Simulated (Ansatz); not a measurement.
# SrTiO3: equation of state

An exercise on one series of results from a longer session: the logs are not shown, and one member is left open.

Method: DFT PBEsol, scalar-relativistic, in Ansatz 0.2.0.

## Starting point

Symmetry: Pm-3m, No. 221, cubic system. The conventional cell has a = 3.905 Å, b = 3.905 Å, c = 3.905 Å, α = 90.00°, β = 90.00°, γ = 90.00°. Sr (site symmetry m-3m) is surrounded by 12 O at 2.76 Å. Ti (site symmetry m-3m) has 6 O at 1.95 Å as nearest neighbours. O (site symmetry 4/mmm) is surrounded by 2 Ti at 1.95 Å and 4 Sr at 2.76 Å.

As a file:

```
CELL_PARAMETERS angstrom
3.90500 0.00000 0.00000
0.00000 3.90500 0.00000
0.00000 0.00000 3.90500
ATOMIC_POSITIONS crystal
Sr 0.00000 0.00000 0.00000
Ti 0.50000 0.50000 0.50000
O 0.00000 0.50000 0.50000
O 0.50000 0.00000 0.50000
O 0.50000 0.50000 0.00000
```

Atoms are numbered in the order of the input: Sr1, Ti2, O3, O4, O5.

The first run:

Contents of input.yaml:

```yaml
crystal:
  lattice:
    - [3.8252837545, 0.0, 0.0]
    - [0.0, 3.8252837545, 0.0]
    - [0.0, 0.0, 3.8252837545]
  atoms:
    - { symbol: Sr, position: [0.0, 0.0, 0.0] }
    - { symbol: Ti, position: [0.5, 0.5, 0.5] }
    - { symbol: O, position: [0.0, 0.5, 0.5] }
    - { symbol: O, position: [0.5, 0.0, 0.5] }
    - { symbol: O, position: [0.5, 0.5, 0.0] }
kpoints:
  mp_grid: { grid: [7, 7, 7] }
  band_path:
    path:
      - [0.0, 0.0, 0.0]
      - [0.0, 0.5, 0.0]
      - [0.5, 0.5, 0.0]
      - [0.0, 0.0, 0.0]
      - [0.5, 0.5, 0.5]
      - [0.0, 0.5, 0.0]
      - [0.5, 0.5, 0.5]
      - [0.5, 0.5, 0.0]
    npoints: 5
scf:
  occupations: { method: fermi_dirac, width: 0.05 }
hamiltonian:
  xc: pbesol
  pseudopotentials: { kind: all_electron, lapw: { basis_error: 0.001 } }
output:
  forces: true
  stress: true
  eigenvalues: true
```

Command:

```bash
$ ansatz run input.yaml --threads 2 --pin off --max-ram 8192MiB --backend cpu --events-out ev --progress --plain --runs-dir out
```

Among the steps run: Volume × 0.94, LAPW; Volume × 0.94, PAW; Volume × 0.94, crystal datasets; Volume × 0.98, LAPW; Volume × 0.98, PAW; Volume × 0.98, crystal datasets; Volume × 1.01, LAPW; Volume × 1.01, PAW; Volume × 1.01, crystal datasets; Volume × 1.04, LAPW; Volume × 1.04, PAW; Volume × 1.04, crystal datasets.

One table of the session follows, with a row left open; its other results are not shown here.

It belongs to the step «The equation of state». 

```
          method  volume (Å³/atom)  gap on the k mesh (eV)
            LAPW            11.195                    2.01
            LAPW            11.671                    1.93
            LAPW            12.029                    1.88
            LAPW            12.386                    1.82
             PAW            11.195                    2.01
             PAW            11.671                       ?
             PAW            12.029                    1.88
             PAW            12.386                    1.82
crystal datasets            11.195                    2.01
crystal datasets            11.671                    1.93
crystal datasets            12.029                    1.88
crystal datasets            12.386                    1.82
```

Estimate the missing values for PAW, 11.671.

The run gave: gap on the k mesh (eV): 1.94. In the column «gap on the k mesh (eV)» it lies between crystal datasets, 11.671 (1.93) and LAPW, 11.195 (2.01).

Caveats from the session: Warnings in the runs' records: gradients without spin orbit, crystal datasets made.
